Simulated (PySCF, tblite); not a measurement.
**C3H9NSi3: geometry, infrared bands and NMR shifts**

Aim: predict the infrared bands and NMR shifts of C3H9NSi3 (`C=C(C#N)[SiH]([SiH3])[SiH3]`).

Programs: tblite 0.8.0 and PySCF 2.14.0, with density-fitted response routines of our own. Each step states its level of theory. These are calculated values for one molecule in the gas phase, unless marked as measured. Atoms count from 0, in the outputs and in this text.

## 1. Starting geometry

16 atoms, charge 0, multiplicity 1; geometry from: force field or distance geometry start.

Bonds of the start (Å): C0–C1 1.35, C1–C2 1.44, C2–N3 1.15, C1–Si4 1.83, Si4–Si5 2.30, Si4–Si6 2.29, C0–H7 1.09, C0–H8 1.09, Si4–H9 1.50, Si5–H10 1.48, Si5–H11 1.49, Si5–H12 1.48, Si6–H13 1.48, Si6–H14 1.49, Si6–H15 1.49.

## 2. Relaxing the molecule with GFN2-xTB

What the job is given:

```
{"job": {"kind": "relax", "xc": "GFN2-xTB", "basis": "xTB"}, "charge": 0, "multiplicity": 1}
C      2.173900    -1.323700    -0.912500
C      1.355200    -0.556500    -0.160700
C      1.845600     0.036400     1.053100
N      2.208600     0.543100     2.020400
Si    -0.403800    -0.203300    -0.527100
Si    -0.779900     2.059700    -0.720800
Si    -1.787000    -0.894400     1.160600
H      3.209100    -1.495900    -0.631700
H      1.830200    -1.793200    -1.830700
H     -0.775500    -0.888100    -1.805500
H     -2.195100     2.317200    -1.086100
H     -0.482200     2.744000     0.565600
H      0.091800     2.632100    -1.769000
H     -3.203500    -0.648100     0.800800
H     -1.482000    -0.165700     2.425300
H     -1.613100    -2.354600     1.406800
```

On the command line:

```console
> OMP_NUM_THREADS=1 python probes_run.py task.json out
```

The driver reads the jobs from task.json and runs them one after another.

Standard output:

```text
step      E/eV     max force
  0    -517.34930    2.117
  1    -517.44432    0.726
  2    -517.47207    0.613
  3    -517.48112    1.147
  4    -517.49365    0.637
  5    -517.50193    0.265
  6    -517.51214    0.325
  7    -517.52037    0.482
  8    -517.53132    0.434
  9    -517.54008    0.260
 10    -517.54633    0.169
 11    -517.54975    0.179
 12    -517.55177    0.135
 13    -517.55311    0.089
 14    -517.55428    0.087
 15    -517.55535    0.092
 16    -517.55622    0.080
 17    -517.55686    0.067
 18    -517.55739    0.064
 19    -517.55803    0.081
 20    -517.55880    0.107
 21    -517.55948    0.096
 22    -517.55998    0.058
 23    -517.56044    0.064
 24    -517.56109    0.086
 25    -517.56220    0.148
 26    -517.56391    0.194
 27    -517.56584    0.177
 28    -517.56732    0.096
 29    -517.56819    0.081
 30    -517.56884    0.077
 31    -517.56963    0.122
 32    -517.57065    0.144
 33    -517.57162    0.115
 34    -517.57236    0.079
 35    -517.57303    0.089
 36    -517.57381    0.087
 37    -517.57471    0.119
 38    -517.57543    0.096
 39    -517.57573    0.048
 40    -517.57583    0.023
 41    -517.57590    0.033
 42    -517.57601    0.043
 43    -517.57613    0.040
 44    -517.57626    0.036
 45    -517.57636    0.029
 46    -517.57645    0.029
 47    -517.57652    0.031
 48    -517.57657    0.022
 49    -517.57659    0.013
 50    -517.57661    0.019
 51    -517.57664    0.024
 52    -517.57666    0.022
 53    -517.57668    0.014
 54    -517.57670    0.008
```

Wall time 1.9 s (1 thread of Intel Xeon at 2.50GHz, shared host); peak memory 0.18 GiB.

Step by step: (not every step is listed)

```tsv
step	energy from step 0 (eV)	largest force (eV/Å)
0	0.0000	2.1171
1	-0.0950	0.7264
2	-0.1228	0.6129
3	-0.1318	1.1472
4	-0.1444	0.6366
5	-0.1526	0.2647
6	-0.1628	0.3250
7	-0.1711	0.4816
8	-0.1820	0.4340
12	-0.2025	0.1350
16	-0.2069	0.0795
20	-0.2095	0.1068
24	-0.2118	0.0859
28	-0.2180	0.0962
32	-0.2214	0.1439
36	-0.2245	0.0874
40	-0.2265	0.0232
44	-0.2270	0.0359
48	-0.2273	0.0218
49	-0.2273	0.0134
50	-0.2273	0.0194
51	-0.2273	0.0242
52	-0.2274	0.0225
53	-0.2274	0.0137
54	-0.2274	0.0083
```

Distances of close pairs at the start and the end, largest changes first:

```tsv
bond	before (Å)	after (Å)	change (Å)
C1–Si4	1.831	1.912	+0.080
Si4–Si6	2.289	2.327	+0.038
C1–C2	1.437	1.405	-0.033
Si6–H14	1.491	1.462	-0.029
Si6–H15	1.491	1.465	-0.026
Si4–Si5	2.302	2.328	+0.026
Si5–H11	1.487	1.463	-0.025
Si5–H10	1.484	1.466	-0.018
```

The next job starts from the end point, and lists it.

## 3. Infrared spectrum with GFN2-xTB

What the job is given:

```
{"job": {"kind": "ir", "xc": "GFN2-xTB", "basis": "xTB"}, "charge": 0, "multiplicity": 1}
C      2.089857    -1.275643    -0.882606
C      1.304878    -0.518752    -0.116063
C      1.806125     0.061124     1.060849
N      2.150658     0.565221     2.033892
Si    -0.529766    -0.125123    -0.481023
Si    -0.678367     2.171336    -0.832780
Si    -1.785538    -1.071741     1.234597
H      3.123224    -1.475653    -0.641075
H      1.711176    -1.724146    -1.785969
H     -0.725498    -0.865779    -1.747922
H     -2.048568     2.523640    -1.215876
H     -0.352506     2.917508     0.382172
H      0.201612     2.660784    -1.897567
H     -3.213130    -0.888644     0.959342
H     -1.497403    -0.434593     2.518762
H     -1.564354    -2.510594     1.399854
```

Standard output:

```text
mode    cm-1     km/mol
  1     -12.3      0.09
  2      24.7      2.45
  3      34.2      0.05
  4      73.1      0.37
  5      77.6      1.57
  6      87.7      3.55
  7     165.7     10.70
  8     248.9      0.38
  9     270.5      4.20
 10     373.9     16.15
 11     400.0     18.04
 12     412.8      1.80
 13     427.0     36.48
 14     455.3     19.93
 15     457.1     39.06
 16     510.6      4.25
 17     510.9      2.03
 18     579.6    457.39
 19     615.1     22.29
 20     676.9    126.59
 21     711.3     17.44
 22     760.5    814.59
 23     789.4    222.48
 24     799.9     98.96
 25     808.0    228.33
 26     808.6      3.68
 27     818.5    240.10
 28     905.7     21.99
 29     934.7     13.10
 30    1164.1     15.56
 31    1409.1      5.43
 32    1632.4      5.11
 33    2090.7    242.44
 34    2230.1     51.04
 35    2234.2    129.66
 36    2239.1    253.23
 37    2240.0    632.01
 38    2261.0     16.79
 39    2269.7    492.11
 40    2351.6    207.83
 41    3073.4     21.60
 42    3111.3     20.98
```

It took 2.8 s on 1 thread of Intel Xeon at 2.50GHz, shared host; peak memory 0.18 GiB.

Which atoms move in the most intense modes:

```tsv
cm⁻¹	km/mol	atoms
580	457.4	H9 69 %, Si4 16 %
760	814.6	H14 17 %, H11 16 %, H13 15 %, H10 14 %
808	228.3	H10 24 %, H13 23 %, H11 23 %, H14 21 %
818	240.1	H12 28 %, H15 27 %, H10 11 %, H13 11 %
2091	242.4	H9 96 %
2239	253.2	H15 70 %, H13 13 %, H12 13 %
2240	632.0	H13 53 %, H10 31 %, H15 10 %
2270	492.1	H14 64 %, H11 31 %
```

## 4. NMR shieldings: PBE0/pcSseg-1

Settings changed since step 3:

```diff
@@ -1,2 +1,2 @@
-{"job": {"kind": "ir", "xc": "GFN2-xTB", "basis": "xTB"}, "charge": 0, "multiplicity": 1}
+{"job": {"kind": "nmr", "xc": "PBE0", "basis": "pcSseg-1"}, "charge": 0, "multiplicity": 1}
 C      2.089857    -1.275643    -0.882606
```

Method: GIAO PBE0/pcSseg-1 NMR shielding, non-relativistic, gas phase.

Standard output:

```text
coarse grid: 14776 points
cycle   1  E = -1042.2025686026  dE =  4.657e-01  |g| = 4.039e-01  |ddm| = 3.701e+00
cycle   2  E = -1042.0958030720  dE =  1.068e-01  |g| = 8.094e-01  |ddm| = 1.133e+00
cycle   3  E = -1042.2418827411  dE = -1.461e-01  |g| = 1.163e-01  |ddm| = 7.482e-01
cycle   4  E = -1042.2449497897  dE = -3.067e-03  |g| = 3.625e-02  |ddm| = 1.401e-01
cycle   5  E = -1042.2452989282  dE = -3.491e-04  |g| = 7.043e-03  |ddm| = 4.637e-02
cycle   6  E = -1042.2453111263  dE = -1.220e-05  |g| = 1.606e-03  |ddm| = 8.967e-03
cycle   7  E = -1042.2453117624  dE = -6.360e-07  |g| = 4.677e-04  |ddm| = 2.855e-03
final grid: 128744 points
cycle   8  E = -1042.2832600636  dE = -1.859e-05  |g| = 4.492e-03  |ddm| = 2.226e-02
cycle   9  E = -1042.2832600762  dE = -1.262e-08  |g| = 4.365e-03  |ddm| = 9.937e-03
cycle  10  E = -1042.2832651245  dE = -5.048e-06  |g| = 6.359e-04  |ddm| = 5.064e-03
cycle  11  E = -1042.2832652097  dE = -8.521e-08  |g| = 1.945e-04  |ddm| = 6.386e-04
cycle  12  E = -1042.2832652182  dE = -8.505e-09  |g| = 7.137e-05  |ddm| = 2.052e-04
cycle  13  E = -1042.2832652196  dE = -1.386e-09  |g| = 1.573e-05  |ddm| = 9.552e-05
cycle  14  E = -1042.2832652196  dE = -2.524e-11  |g| = 1.307e-05  |ddm| = 2.506e-05
converged SCF energy = -1042.2832652196

GIAO shielding tensors (ppm)
atom      isotropic    diamagn.    paramagn.     s11        s22        s33       span
  0 C       31.951     249.223    -217.272    -98.663     38.648    155.868    254.530
  1 C       61.359     264.633    -203.274    -53.381     65.317    172.141    225.522
  2 C       62.945     261.120    -198.175    -58.537    -47.899    295.270    353.807
  3 N      -58.315     341.714    -400.028   -190.940   -187.142    203.138    394.078
  4 Si     412.422     882.984    -470.562    382.952    384.032    470.282     87.330
  5 Si     461.439     880.538    -419.099    442.950    464.371    476.996     34.046
  6 Si     461.548     880.546    -418.997    443.060    464.479    477.107     34.047
  7 H       24.882      28.190      -3.308     20.370     24.359     29.918      9.549
  8 H       24.991      30.803      -5.812     20.639     24.328     30.006      9.366
  9 H       27.335      31.439      -4.104     24.402     25.578     32.026      7.625
 10 H       28.210      29.152      -0.942     24.657     25.962     34.011      9.354
 11 H       27.841      29.763      -1.922     24.405     26.344     32.775      8.369
 12 H       28.044      29.146      -1.102     24.616     25.807     33.709      9.093
 13 H       28.217      29.160      -0.943     24.662     25.967     34.021      9.359
 14 H       27.849      29.769      -1.921     24.411     26.350     32.785      8.374
 15 H       28.051      29.155      -1.104     24.621     25.813     33.721      9.100
```

Wall time 1.9 min (1 thread of Intel Xeon at 2.50GHz, shared host); peak memory 0.83 GiB.

The references, computed at this level on geometries of the same kind, shield at (ppm): 1H TMS 31.72, 13C TMS 186.9, 29Si TMS 349.2, 15N NH3 267.7. Their shielding less the atom's gives the shift. The references are single molecules in the gas phase, so shifts against H2O, NH3, PH3, H3PO4 or CFCl3 are not on the usual liquid scales and can be off by tens of ppm. Atoms listed in one row are averaged.

```tsv
atoms	environment	σ (ppm)	δ (ppm)	δ scaled to CDCl3
C0	terminal =CH2 carbon	32.0	155.0	149.3
C1	fully substituted alkene carbon	61.4	125.6	120.6
C2	nitrile carbon	62.9	124.0	119.1
H7	hydrogen on a terminal =CH2 carbon	24.88	6.83	6.55
H8	hydrogen on a terminal =CH2 carbon	24.99	6.73	6.45
H9	hydrogen on a silicon bonded to C, 2 Si	27.34	4.38	–
H10, H11, H12, H13, H14, H15	hydrogen on a silicon bonded to Si	28.04	3.68	–
N3	nitrile nitrogen	-58.3	326.0	–
Si4	silicon bonded to C, 2 Si, H	412.4	-63.3	–
Si5, Si6	silicon bonded to Si, 3 H	461.5	-112.3	–
```

The scaled column applies a straight-line fit of computed shieldings to shifts measured in CDCl3 (root-mean-square error 0.16 ppm for H, 1.9 ppm for C).

Charges from the same density, by scheme (e):

```tsv
atoms	Mulliken	IAO	Hirshfeld	ESP fit
C0	-0.03	-0.24	-0.05	-0.32
C1	-0.53	-0.28	-0.08	-0.18
C2	0.15	0.13	0.07	0.45
N3	-0.24	-0.25	-0.22	-0.49
Si4	0.17	0.32	0.19	0.17
Si5, Si6	0.26	0.31	0.22	0.17
```

Mayer bond orders: C0–C1 1.92, C1–C2 1.04, C2–N3 2.99, C1–Si4 0.78, Si4–Si5 0.89, Si4–Si6 0.89.

The fields below are evaluated on a grid from the run's orbitals.

Frontier orbitals at PBE0/pcSseg-1, with the share of their density that lies nearest to each atom:

```tsv
orbital	energy (eV)	lies on
HOMO	-8.04	C0 23 %; C1 16 %; Si4 12 %
LUMO	-1.82	C0 30 %; C1 22 %; N3 14 %
```

ELF in a plane through or near 6 of the atoms.

Ten even steps from ' ' (0.00) to '@' (1.00):
```
                                                        
                                                        
                            ==++::                      
                        --@@@@@@@@==                    
                        **@@@@@@@@**::--**++..          
                        ::%%@@@@%%==##@@@@@@%%          
                          ..**--    %%@@@@@@@@..        
            ..::====::    ..##**....##@@@@@@@@          
        ::++++++**##**====--++%%@@##--::----..          
      ..%%@@@@==..####**%%..##--==**::                  
      ..%%@@@@==::**##**%%..##::==**::                  
        ::++++++**##**++==--++%%@@##--::----..          
            ..::====--    ..##**....##@@@@@@@@          
                          ..**==..  %%@@@@@@@@..        
                        ..%%@@@@%%==##@@@@@@%%          
                        **@@@@@@@@**::--++++..          
                        --@@@@@@@@==                    
                            ==++::                      
                                                        
                                                        
```
The map spans 12.2 Å across and 11.6 Å up, centred on the molecule. Atoms in the plane (x, y in Å): C0 (-2.5, 0.0), Si4 (0.3, 0.0), H10 (2.7, -2.1), H12 (0.6, -3.2), H13 (2.7, 2.1), H15 (0.6, 3.2).

On the surface of density 0.002 e/bohr³ the electrostatic potential runs, from the 1st to the 99th percentile, from -1.76 V near N3 to 1.32 V near Si4.

## 5. What came out

```
                                                                quantity                       value
                               strongest single infrared mode (GFN2-xTB)        760 cm⁻¹, 815 km/mol
                                            zero-point energy (GFN2-xTB)               60.1 kcal/mol
                                  13C shifts against TMS (PBE0/pcSseg-1)     155.0, 125.6, 124.0 ppm
  1H shifts against TMS (PBE0/pcSseg-1, means over atoms taken as alike)  6.83, 6.73, 4.38, 3.68 ppm
                                  15N shifts against NH3 (PBE0/pcSseg-1)                   326.0 ppm
29Si shifts against TMS (PBE0/pcSseg-1, means over atoms taken as alike)           -63.3, -112.3 ppm
                                   surface potential, 1st and 99th percentile          -1.76 V and 1.32 V
```

What this shows: The optimisation took 54 steps and gained 0.227 eV; among the close pairs (by a distance rule), C1–Si4 changed most, from 1.831 to 1.912 Å. The lowest mode is slightly imaginary (12i cm⁻¹), a soft motion within the noise of the Hessian, so the minimum is not strictly shown. The strongest single mode, at 760 cm⁻¹, has its largest shares on H14, H11, H13 and H10 (the list is cut at 4 atoms). GFN2-xTB is a fitted tight-binding method: band positions and strengths are rough. Its intensities can rank the bands wrongly. The most deshielded carbon is C0 (terminal =CH2 carbon), at 155.0 ppm: as expected for a trigonal carbon in a double bond. At PBE0/pcSseg-1: Shielding is most anisotropic at N3 (span 394 ppm, paramagnetic term -400 ppm). At PBE0/pcSseg-1, counted by nearest atom on the grid, the HOMO lies on C0 23 %; C1 16 %, the LUMO on C0 30 %; C1 22 %.
